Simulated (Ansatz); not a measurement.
# CoHN: the cost of one run

Program: Ansatz 0.2.0, Gaussian basis. Level of theory: def2-TZVPP, core rule «outside noble gas», up to 10 orbitals frozen. These are calculated values, not measurements.

Plan: UHF; ROHF; CCSD(T) on UHF.

2 further runs of the same task are left out: 2 set aside as unsound or not needed.

## (1) What is computed

The geometry is a PBE0/def2-TZVP stationary point (not a proven minimum) of the parent state, kept for this charge and spin.

3 atoms, charge 1, spin multiplicity 3.

Atoms are counted from 1 here; the program's logs count them from 0.

Bond lengths: Co1–N2 1.788 Å, N2–H3 1.033 Å. Angles: Co1–N2–H3 106.7°.

## (2) UHF

File in.yaml:

```yaml
crystal:
  periodic: [false, false, false]
  atoms:
    - {symbol: Co, position_ang: [0.000000, 0.017017, 0.366958]}
    - {symbol: N, position_ang: [0.000000, -0.131364, -1.414986]}
    - {symbol: H, position_ang: [0.000000, 0.830517, -1.792482]}
basis:
  gaussian: {orbitals: def2-TZVPP}
total_charge: 1
magnetization: {spin_polarized: true, initial_magnetization: 2}
hamiltonian: {xc: hf}
output: {orbitals: {seedname: orbitals}}
```

Started as:

```bash
$ ansatz run in.yaml --threads 1 --pin off --events-out ev --progress --plain --max-ram 4096MiB --backend cpu
```

What time and memory should one allow on 1 thread of AMD EPYC 7R13, shared host?

About 50 s, with a peak of 0.31 GiB.
